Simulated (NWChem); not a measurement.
**A workflow on the pair CH2O···BH2Br**

Aim: a single-point energy (singlet CH4BBrO, PBE0-D2/def2-SVPD), then a single-point energy (singlet H2CO, PBE0-D2/def2-SVPD), then the energy (singlet BH2Br, PBE0-D2/def2-SVPD), then a single-point energy (singlet H2CO, PBE0-D2/def2-SVPD), then the energy (singlet BH2Br, PBE0-D2/def2-SVPD) of CH4BBrO and its partners. 

Program for the calculation: NWChem 7.3.0.

### Step 1. Starting point

CH4BBrO: 8 atoms, total charge 0, spin state singlet. The two molecules were placed rigidly side by side, at 1 times their contact distance; the pair isn't optimised.

Bond lengths: C1–O2 1.195 Å, B5–Br6 1.891 Å, C1–H3 1.109 Å, C1–H4 1.109 Å, B5–H7 1.188 Å, B5–H8 1.188 Å. Angles: O2–C1–H3 122.0°, O2–C1–H4 122.0°, Br6–B5–H7 117.8°, Br6–B5–H8 117.8°, H3–C1–H4 116.0°, H7–B5–H8 124.3°.

### Step 2. The energy at PBE0-D2/def2-SVPD (run 1)

calc.nw reads:

```
start calc
title "CH4BBrO"
memory 2200 mb
charge 0

geometry units atomic noautosym nocenter noautoz
   C   -0.00532903  -0.00415740  -0.00623610
   O    1.30765268   1.02876690   1.51423754
   H   -1.02956059   1.05767971  -1.49382850
   H   -0.27272527  -2.08228922  -0.01417295
   B   -2.68760629  -1.27932569  -7.02517025
   Br  -3.99529677  -3.25985315  -4.35338097
   H   -4.01472315   0.30634350  -7.90136067
   H   -0.59318503  -1.70241647  -7.71586515
end

basis spherical bse
   * library def2-SVPD
end

dft
   xc pbe0
   disp vdw 2
   grid fine
   convergence energy 1e-08
   iterations 100
   mulliken
   noprint "final vectors analysis"
end

task dft energy
```

The run is started by

```
$ nwchem calc.nw > calc.out
```

The program printed, shortened:

```text
[...]
          Wavefunction type:  closed shell.
          No. of atoms     :     8
          No. of electrons :    58
[...]
          Charge           :     0
          Spin multiplicity:     1
[...]
          AO basis - number of functions:   136
[...]
              XC Information
              --------------
                         PBE0 Method XC Functional
                     Hartree-Fock (Exact) Exchange  0.250
          PerdewBurkeErnzerhof Exchange Functional  0.750
            Perdew 1991 LDA Correlation Functional  1.000 local
           PerdewBurkeErnz. Correlation Functional  1.000 non-local
[...]
 d= 0,ls=0.0,diis     1  -2713.7279100550 -2.90D+03  1.22D-02  9.27D-01     4.0
[...]
 d= 0,ls=0.0,diis    10  -2713.8450923143 -3.87D-09  4.60D-07  3.06D-09    32.4
         Total DFT energy =    -2713.845092314343
      One electron energy =    -4141.596407374700
           Coulomb energy =     1351.842735462094
    Exchange-Corr. energy =     -110.326261881859
 Nuclear repulsion energy =      186.237511311197
    Dispersion correction =       -0.002669831075
[...]
      Total Density - Mulliken Population Analysis
     ---------------------------------------------
    Atom       Charge   Shell Charges
 -----------   ------   -------------------------------------------------------
    1 C    6     5.32   1.98  0.98 -0.09  0.01  1.98  0.37  0.08  0.02
    2 O    8     8.36   1.99  1.11  0.70  0.03  2.81  1.56  0.10  0.02  0.05
    3 H    1     1.18   0.76  0.38  0.02  0.02
    4 H    1     1.11   0.76  0.32  0.02  0.01
    5 B    5     5.28   1.99  0.92  0.46 -0.08  1.47  0.48  0.05 -0.01
    6 Br  35    35.32   2.00  2.00  1.99  1.45  0.47  0.04  6.00  5.98  2.38  2.81  0.15  8.20  1.74  0.09  0.02
    7 H    1     0.71   0.75 -0.05  0.01 -0.01
    8 H    1     0.72   0.75 -0.03  0.01 -0.01
[...]
```

Run time: 33 s. Hardware: 1 thread of Intel Xeon Platinum 8559C (Emerald Rapids), shared host; peak memory 0.12 GiB.

### Step 3. H2CO: a single-point energy at PBE0-D2/def2-SVPD (run 2)

test.nw reads:

```
start test
memory stack 880 mb heap 220 mb global 1100 mb
charge 0

geometry units bohr noautosym nocenter noautoz
  C  -0.00532903 -0.00415740 -0.00623610
  O   1.30765268  1.02876690  1.51423754
  H  -1.02956059  1.05767971 -1.49382850
  H  -0.27272527 -2.08228922 -0.01417295
end

basis spherical bse
  * library def2-SVPD
end

dft
  xc pbe0
  mult 1
  disp vdw 2
  grid fine
  convergence energy 1e-08
  maxiter 100
  mulliken
  print low
end

task dft energy
```

The run is started by

```
$ nwchem test.nw > test.out
```

The program printed, shortened:

```text
[...]
 d= 0,ls=0.0,diis     1   -114.2066645798 -1.46D+02  2.25D-02  6.94D-01     0.4
[...]
 d= 0,ls=0.0,diis     8   -114.2937987971  3.76D-09  1.78D-06  5.46D-08     2.3
         Total DFT energy =     -114.293798797094
      One electron energy =     -217.539473474296
           Coulomb energy =       86.334207068451
    Exchange-Corr. energy =      -14.546314262197
 Nuclear repulsion energy =       31.458073214307
    Dispersion correction =       -0.000291343359
[...]
      Total Density - Mulliken Population Analysis
     ---------------------------------------------
    Atom       Charge   Shell Charges
 -----------   ------   -------------------------------------------------------
    1 C    6     5.53   1.98  0.97  0.05  0.05  1.98  0.40  0.08  0.03
    2 O    8     8.35   1.99  1.11  0.70  0.03  2.81  1.55  0.10  0.02  0.05
    3 H    1     1.06   0.76  0.27  0.02  0.01
    4 H    1     1.06   0.76  0.27  0.02  0.01
[...]
```

Run time: 2.9 s. Hardware: 1 thread of Intel Xeon Platinum 8559C (Emerald Rapids), shared host; peak memory 0.11 GiB.

### Step 4. BH2Br: the energy at PBE0-D2/def2-SVPD (run 3)

bbrh2.nw reads:

```
start bbrh2
title "BBrH2 PBE0"
memory 2200 mb

geometry units bohr noautosym nocenter noautoz
 B     -2.68760629    -1.27932569    -7.02517025
 Br    -3.99529677    -3.25985315    -4.35338097
 H     -4.01472315     0.30634350    -7.90136067
 H     -0.59318503    -1.70241647    -7.71586515
end

basis spherical bse
 * library def2-SVPD
end

dft
 xc pbe0
 disp vdw 2
 grid fine
 convergence energy 1e-08
 maxiter 100
 mulliken
 print low
end

task dft energy
```

The run is started by

```
$ nwchem bbrh2.nw > bbrh2.out
```

The program printed, shortened:

```text
[...]
 d= 0,ls=0.0,diis     1  -2599.5188703130 -2.67D+03  9.31D-03  2.34D-01     1.2
[...]
 d= 0,ls=0.0,diis     8  -2599.5495972040 -5.94D-10  4.84D-07  2.25D-09     6.7
         Total DFT energy =    -2599.549597203969
      One electron energy =    -3750.153661429848
           Coulomb energy =     1178.791300043311
    Exchange-Corr. energy =      -95.775680251565
 Nuclear repulsion energy =       67.589311968991
    Dispersion correction =       -0.000867534859
[...]
      Total Density - Mulliken Population Analysis
     ---------------------------------------------
    Atom       Charge   Shell Charges
 -----------   ------   -------------------------------------------------------
    1 B    5     5.23   1.99  0.92  0.43 -0.07  1.47  0.45  0.05 -0.01
    2 Br  35    35.28   2.00  2.00  1.99  1.45  0.47  0.04  6.00  5.98  2.38  2.79  0.13  8.20  1.74  0.09  0.02
    3 H    1     0.75   0.75 -0.01  0.01 -0.01
    4 H    1     0.75   0.75 -0.01  0.01 -0.01
[...]
```

Wall time 7.5 s (1 thread of Intel Xeon Platinum 8559C (Emerald Rapids), shared host); peak memory 0.11 GiB.

### Step 5. H2CO among ghost functions: the energy at PBE0-D2/def2-SVPD (with ghost functions) (run 4)

nw.nw reads:

```
echo
start nw
memory stack 880 mb heap 220 mb global 1100 mb
charge 0

geometry units atomic noautosym nocenter noautoz
  C     -0.00532903    -0.00415740    -0.00623610
  O      1.30765268     1.02876690     1.51423754
  H     -1.02956059     1.05767971    -1.49382850
  H     -0.27272527    -2.08228922    -0.01417295
  bqB     -2.687606    -1.279326    -7.025170
  bqBr    -3.995297    -3.259853    -4.353381
  bqH     -4.014723     0.306344    -7.901361
  bqH     -0.593185    -1.702416    -7.715865
end

basis spherical bse
  C library def2-SVPD
  O library def2-SVPD
  H library def2-SVPD
  bqB library B def2-SVPD
  bqBr library Br def2-SVPD
  bqH library H def2-SVPD
end

dft
  xc pbe0
  mult 1
  disp vdw 2
  grid fine
  convergence energy 1e-08
  iterations 100
  mulliken
  print low
end

task dft energy
```

The run is started by

```
$ nwchem nw.nw > nw.out
```

The program printed, shortened:

```text
[...]
 d= 0,ls=0.0,diis     1   -114.2068747912 -1.46D+02  1.07D-02  6.95D-01     3.2
[...]
 d= 0,ls=0.0,diis     8   -114.2940446863  3.83D-09  8.28D-07  5.55D-08    23.3
         Total DFT energy =     -114.294044686330
      One electron energy =     -217.537155573538
           Coulomb energy =       86.330897092256
    Exchange-Corr. energy =      -14.545568075997
 Nuclear repulsion energy =       31.458073214307
    Dispersion correction =       -0.000291343359
[...]
      Total Density - Mulliken Population Analysis
     ---------------------------------------------
    Atom       Charge   Shell Charges
 -----------   ------   -------------------------------------------------------
    1 C    6     5.38   1.98  0.97 -0.07  0.03  1.98  0.37  0.08  0.03
    2 O    8     8.36   1.99  1.11  0.70  0.03  2.81  1.56  0.10  0.02  0.05
    3 H    1     1.15   0.76  0.35  0.02  0.02
    4 H    1     1.10   0.76  0.31  0.02  0.01
    5 X    0     0.00  -0.00  0.00  0.00 -0.00 -0.00  0.00 -0.00  0.00
    6 X    0     0.01  -0.00 -0.00 -0.00  0.00 -0.00  0.00 -0.00  0.00 -0.00 -0.00  0.00 -0.00  0.00 -0.00  0.00
    7 X    0    -0.00  -0.00  0.00  0.00 -0.00
    8 X    0     0.00  -0.00  0.00  0.00  0.00
[...]
```

It took 24 s on 1 thread of Intel Xeon Platinum 8559C (Emerald Rapids), shared host; peak memory 0.12 GiB.

### Step 6. BH2Br among ghost functions: the energy at PBE0-D2/def2-SVPD (with ghost functions) (run 5)

mol.nw reads:

```
echo
start mol
title "BBrH2 energy"
memory total 2200 mb
charge 0

geometry units angstroms noautosym nocenter noautoz
B     -1.422220    -0.676990    -3.717560
Br    -2.114220    -1.725040    -2.303710
H     -2.124500     0.162110    -4.181220
H     -0.313900    -0.900880    -4.083060
bqC     -0.002820    -0.002200    -0.003300
bqO      0.691980     0.544400     0.801300
bqH     -0.544820     0.559700    -0.790500
bqH     -0.144320    -1.101900    -0.007500
end

basis spherical bse
B library def2-SVPD
Br library def2-SVPD
H library def2-SVPD
bqC library C def2-SVPD
bqO library O def2-SVPD
bqH library H def2-SVPD
end

dft
xc pbe0
disp vdw 2
grid fine
convergence energy 1e-08
iterations 100
mulliken
noprint "final vectors analysis"
end

task dft energy
```

The run is started by

```
$ nwchem mol.nw > mol.out
```

The program printed, shortened:

```text
[...]
          Wavefunction type:  closed shell.
          No. of atoms     :     8
          No. of electrons :    42
[...]
          Charge           :     0
          Spin multiplicity:     1
[...]
          AO basis - number of functions:   136
[...]
              XC Information
              --------------
                         PBE0 Method XC Functional
                     Hartree-Fock (Exact) Exchange  0.250
          PerdewBurkeErnzerhof Exchange Functional  0.750
            Perdew 1991 LDA Correlation Functional  1.000 local
           PerdewBurkeErnz. Correlation Functional  1.000 non-local
[...]
 d= 0,ls=0.0,diis     1  -2599.5192505349 -2.67D+03  5.55D-03  2.35D-01     3.9
[...]
 d= 0,ls=0.0,diis     8  -2599.5499822252 -6.19D-10  3.09D-07  2.30D-09    26.1
         Total DFT energy =    -2599.549982225165
      One electron energy =    -3750.156387040292
           Coulomb energy =     1178.793382528762
    Exchange-Corr. energy =      -95.775426972625
 Nuclear repulsion energy =       67.589316793569
    Dispersion correction =       -0.000867534580
[...]
      Total Density - Mulliken Population Analysis
     ---------------------------------------------
    Atom       Charge   Shell Charges
 -----------   ------   -------------------------------------------------------
    1 B    5     5.28   1.99  0.92  0.46 -0.08  1.47  0.49  0.05 -0.01
    2 Br  35    35.31   2.00  2.00  1.99  1.46  0.46  0.04  6.00  5.98  2.38  2.81  0.15  8.20  1.74  0.09  0.02
    3 H    1     0.72   0.75 -0.04  0.01 -0.00
    4 H    1     0.73   0.75 -0.03  0.01 -0.01
    5 X    0    -0.04  -0.00  0.00  0.00 -0.04  0.00  0.01 -0.00 -0.01
    6 X    0     0.01   0.00 -0.00  0.00  0.01  0.00  0.00  0.00  0.00 -0.00
    7 X    0     0.00   0.00  0.00  0.00 -0.00
    8 X    0    -0.00   0.00  0.00  0.00 -0.01
[...]
```

Run time: 27 s. Hardware: 1 thread of Intel Xeon Platinum 8559C (Emerald Rapids), shared host; peak memory 0.12 GiB.

### Step 7. What came out

| quantity | value |
| --- | --- |
| run 1, PBE0-D2/def2-SVPD: total energy | -2713.84509 Eh |
| run 1, PBE0-D2/def2-SVPD: dipole moment | 2.63 D |
| run 1, PBE0-D2/def2-SVPD: dispersion energy | -7.01 kJ/mol |
| H2CO: total energy | -114.29380 Eh |
| H2CO: dispersion energy | -0.76 kJ/mol |
| BH2Br: total energy | -2599.54960 Eh |
| BH2Br: dispersion energy | -2.28 kJ/mol |
| H2CO among ghost functions: total energy | -114.29404 Eh |
| H2CO among ghost functions: dispersion energy | -0.76 kJ/mol |
| BH2Br among ghost functions: total energy | -2599.54998 Eh |
| BH2Br among ghost functions: dipole moment | 0.54 D |
| BH2Br among ghost functions: dispersion energy | -2.28 kJ/mol |
| interaction energy of the rigid parts H2CO and BH2Br (parts in their own basis; closest atoms 3.09 Å apart) | -0.046 eV |
| interaction energy of the rigid parts H2CO and BH2Br (parts in the whole basis, counterpoise; closest atoms 3.09 Å apart) | -0.029 eV |

The interaction energy of the rigid parts H2CO and BH2Br (parts in their own basis; closest atoms 3.09 Å apart) is −0.05 eV (−1.1 kcal/mol): the parts attract. Without counterpoise this holds the superposition error of the basis. The interaction energy of the rigid parts H2CO and BH2Br (parts in the whole basis, counterpoise; closest atoms 3.09 Å apart) is −0.03 eV (−2.8 kJ/mol): the parts attract. The basis-set superposition error is 1.7 kJ/mol. Mulliken charges (run 1, PBE0-D2/def2-SVPD) run from -0.36 on O2 to +0.68 on C1; in a basis this large or diffuse they mean little. Mulliken charges (BH2Br) run from -0.28 on Br2 to +0.25 on H3; in a basis this large or diffuse they mean little.
